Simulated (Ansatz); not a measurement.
# CaNiN: the cost of one run

Method: DFT r2SCAN, scalar-relativistic, plane waves, PAW, in Ansatz 0.2.0.

1 further run of the same task is left out (set aside as unsound or not needed).

## Step 1: The starting structure

It takes space group P4_2/mmc (No. 131, tetragonal). The conventional cell has a = 3.551 Å, b = 3.551 Å, c = 6.981 Å, α = 90.00°, β = 90.00°, γ = 90.00°. Ca (site symmetry -4m2) has 4 N at 2.49 Å as nearest neighbours. Around Ni (site symmetry mmm) lie 2 N at 1.78 Å. N (site symmetry mmm) is surrounded by 2 Ni at 1.78 Å and 4 Ca at 2.49 Å.

As a file:

```cif
data_structure
_symmetry_space_group_name_H-M 'P 1'
_symmetry_Int_Tables_number 1
_cell_length_a 3.5510
_cell_length_b 3.5510
_cell_length_c 6.9809
_cell_angle_alpha 90.000
_cell_angle_beta 90.000
_cell_angle_gamma 90.000
_cell_volume 88.02
loop_
_atom_site_label
_atom_site_type_symbol
_atom_site_fract_x
_atom_site_fract_y
_atom_site_fract_z
_atom_site_occupancy
Ca1 Ca 0.00000 0.00000 0.25000 1
Ca2 Ca 0.00000 0.00000 0.75000 1
Ni1 Ni 0.50000 0.50000 0.00000 1
Ni2 Ni 0.50000 0.50000 0.50000 1
N1 N 0.00000 0.50000 0.00000 1
N2 N 0.50000 0.00000 0.50000 1
```

This cell was relaxed beforehand with the same method: volume 14.67 Å³/atom, gap on the mesh none (metal), site moments up to 0.5 μB.

## Step 2: Bands, states and charges

input.yaml reads:

```yaml
crystal:
  lattice:
    - [3.5509532741, 0.0, 0.0]
    - [0.0, 3.5509532741, 0.0]
    - [0.0, 0.0, 6.9809035795]
  atoms:
    - { symbol: Ca, position: [0.0, 0.0, 0.25] }
    - { symbol: Ca, position: [0.0, 0.0, 0.75] }
    - { symbol: Ni, position: [0.5, 0.5, 0.0], spin: 0.59 }
    - { symbol: Ni, position: [0.5, 0.5, 0.5], spin: 0.59 }
    - { symbol: "N", position: [0.0, 0.5, 0.0], spin: 0.19 }
    - { symbol: "N", position: [0.5, 0.0, 0.5], spin: 0.19 }
basis:
  ecutwfc: 500
kpoints:
  mp_grid: { grid: [10, 10, 6] }
  band_path:
    path:
      - [[0.0, 0.0, 0.0], [0.0, 0.5, 0.0], [0.5, 0.5, 0.0], [0.0, 0.0, 0.0], [0.0, 0.0, 0.5], [0.0, 0.5, 0.5], [0.5, 0.5, 0.5], [0.0, 0.0, 0.5]]
      - [[0.0, 0.5, 0.0], [0.0, 0.5, 0.5]]
      - [[0.5, 0.5, 0.0], [0.5, 0.5, 0.5]]
    npoints: 14
hamiltonian:
  xc: r2scan
scf:
  occupations: { method: gaussian, width: 0.1 }
  n_extra_bands: 15
output:
  forces: true
  stress: true
  eigenvalues: true
  populations: true
  dos: { projected: true, de: 0.02, nscf_kmesh: { grid: [15, 15, 9] } }
  bader: true
magnetization:
  spin_polarized: true
checkpoint:
  read: start.run
  write: ck
  compress: false
  write_wavefunctions: false
  write_every: 100000
```

Started as:

```sh
ansatz run input.yaml --threads 1 --pin off --max-ram 2560MiB --backend cpu --events-out ev --progress --plain --runs-dir out
```

**Question.** How long does this run take on 1 thread of Arm Neoverse V1, shared host, and how much memory does it need?

About 4.6 min, with a peak of 1.1 GiB.
